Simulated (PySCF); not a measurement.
# CrH8O4 ([Cr(H2O)4]3+): the cost of one run

Programs: PySCF 2.14.0, with routines of our own; each step states its level. All values are computed. Atoms count from 0.

## 1. The system as given

13 atoms, charge 3, states of the metal's open shell are computed; geometry from: model geometry, bond lengths from ionic radii.

## 2. Ligand-field states: state-averaged CASSCF

The job: settings as JSON, then the geometry in Å.

```
{"job": {"kind": "lf", "basis": {"metal": "x2c-TZVPall", "ligand": "x2c-SVPall"}, "nevpt": true}, "charge": 3, "metal": "Cr", "open_shell": "d3"}
Cr     0.000000     0.000000     0.000000
O      1.070985     1.070985     1.070985
H      0.854953     1.950969     1.402962
H      1.950969     0.854953     1.402962
O     -1.070985    -1.070985     1.070985
H     -0.854953    -1.950969     1.402962
H     -1.950969    -0.854953     1.402962
O     -1.070985     1.070985    -1.070985
H     -1.950969     0.854953    -1.402962
H     -0.854953     1.950969    -1.402962
O      1.070985    -1.070985    -1.070985
H      1.950969    -0.854953    -1.402962
H      0.854953    -1.950969    -1.402962
```

Method: state-averaged CASSCF of the metal d shell, SC-NEVPT2 on the averaged canonical orbitals, state-interaction spin-orbit coupling.

Launch:

```sh
OMP_NUM_THREADS=1 python lf_run.py task.json out
```

One launch serves the whole session: the jobs run in the order shown.

Q: Estimate the wall time and peak memory of this first job on 1 thread of Arm Neoverse V2, shared host.

About 9.9 s, with a peak of 0.3 GiB.
